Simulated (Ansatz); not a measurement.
# AsH2+ (triplet): the correlation ladder, cc-pVDZ

Aim: climb from Hartree-Fock through coupled cluster and multireference methods for AsH2+ (triplet) at one geometry and basis, and see what each rung misses.

Program: Ansatz 0.2.0, Gaussian basis. Level of theory: cc-pVDZ, core rule «outside noble gas», up to 14 orbitals frozen. These are calculated values, not measurements.

The runs, in order: UHF; CCSD(T) on ROHF; CCSD(T) on UHF; BCCD(T) on ROHF; CISD as a restricted active space (open shells left free, so some higher excitations enter); CCSDT(Q) on ROHF; CCSDT(Q) on UHF; CISDTQ; CCSDTQ on ROHF; CASSCF and MRCISD+Q, 6 electrons in 6 orbitals; CASSCF and MRCISD+Q(relaxed), 6 electrons in 6 orbitals; CASSCF and NEVPT2, 6 electrons in 6 orbitals; Full CI.

13 further runs of the same task are left out: 4 that didn't finish, 9 set aside as unsound or not needed. Runs told in other sessions of the task aren't counted.

**1. The system**

The geometry is a PBE0/def2-TZVP stationary point (not a proven minimum) of the parent state, kept for this charge and spin. No spin-orbit coupling is included. The filled d shell of As may be among the frozen orbitals whatever the setting's name suggests.

3 atoms, charge 1, spin multiplicity 3.

Atoms are counted from 1 here; the program's logs count them from 0.

Bond lengths: As1–H2 1.526 Å, As1–H3 1.526 Å. Angles: H2–As1–H3 90.7°.

Geometry (Å):

```xyz
3

As    0.0000   -0.0281    0.0000
H     0.0000    1.0445   -1.0859
H     0.0000    1.0445    1.0859
```

**2. UHF**

in.yaml reads:

```yaml
crystal:
  periodic: [false, false, false]
  atoms:
    - {symbol: As, position_ang: [0.000000, -0.028104, 0.000000]}
    - {symbol: H, position_ang: [0.000000, 1.044500, -1.085896]}
    - {symbol: H, position_ang: [0.000000, 1.044492, 1.085904]}
basis:
  gaussian: {orbitals: cc-pVDZ}
total_charge: 1
magnetization: {spin_polarized: true, initial_magnetization: 2}
hamiltonian: {xc: hf}
output: {orbitals: {seedname: orbitals}}
```

Command:

```sh
$ ansatz run in.yaml --threads 1 --pin off --events-out ev --progress --plain --max-ram 2393MiB
```

Further steps of the session: CCSD(T) on ROHF; CCSD(T) on UHF; BCCD(T) on ROHF; CISD as a restricted active space (open shells left free, so some higher excitations enter); CCSDT(Q) on ROHF; CCSDT(Q) on UHF; CISDTQ; CCSDTQ on ROHF; CASSCF and MRCISD+Q, 6 electrons in 6 orbitals; CASSCF and MRCISD+Q(relaxed), 6 electrons in 6 orbitals; CASSCF and NEVPT2, 6 electrons in 6 orbitals; Full CI.

**Question.** What will the summary of the whole plan be? Wanted: FCI from the RHF energy; RMP2 from FCI; UMP2 from FCI; RCCSD from FCI; RCCSD(T) from FCI; UCCSD(T) from FCI; RCCSDT(Q) from FCI; UCCSDT(Q) from FCI; NEVPT2 valence from FCI.

**Answer**, as computed:

| quantity | value |
| --- | --- |
| FCI from the ROHF energy | -2.8022 eV |
| RMP2 from FCI | +15.63 kcal/mol |
| UMP2 from FCI | +15.41 kcal/mol |
| RCCSD from FCI | +1.76 kcal/mol |
| RCCSD(T) from FCI | +0.41 kcal/mol |
| UCCSD(T) from FCI | +0.16 kcal/mol |
| RCCSDT(Q) from FCI | -0.01 kcal/mol |
| UCCSDT(Q) from FCI | -0.26 kcal/mol |
| NEVPT2 valence from FCI | +10.68 kcal/mol |
| MRCISD+Q valence from FCI | +0.03 kcal/mol |
| MRCISD+Q(relaxed) valence from FCI | -0.40 kcal/mol |
| levels within 1 kcal/mol (43 meV) | RCCSD(T), UCCSD(T), BCCD(T), RCCSDT, UCCSDT, CISDTQ, RCCSDT(Q), UCCSDT(Q), RCCSDTQ, MRCISD+Q valence, MRCISD+Q(relaxed) valence |
| T1 diagnostic | 0.019 |
| effectively unpaired electrons | 2.03 |

What this shows: RCCSD(T) misses by +0.41 kcal/mol, 0.6 % of the correlation energy. UCCSDT, UCCSDT(Q), MRCISD+Q(relaxed) valence fall below full CI: unrestricted runs freeze a spin-polarised core, another one than full CI's, and coupled cluster isn't variational. One determinant dominates. Of the multireference levels listed MRCISD+Q valence comes nearest in total energy (+0.03 kcal/mol), which doesn't show that its space is the better one. These misses are within one basis, not against nature; the frozen cores of restricted and unrestricted runs differ, which can shift their rows.

Levels on UHF freeze UHF's core orbitals, full CI those of ROHF, so the U rows can settle a little off it for that reason alone.

With open shells the CI space here admits some higher excitations, so it is larger than plain CISD.
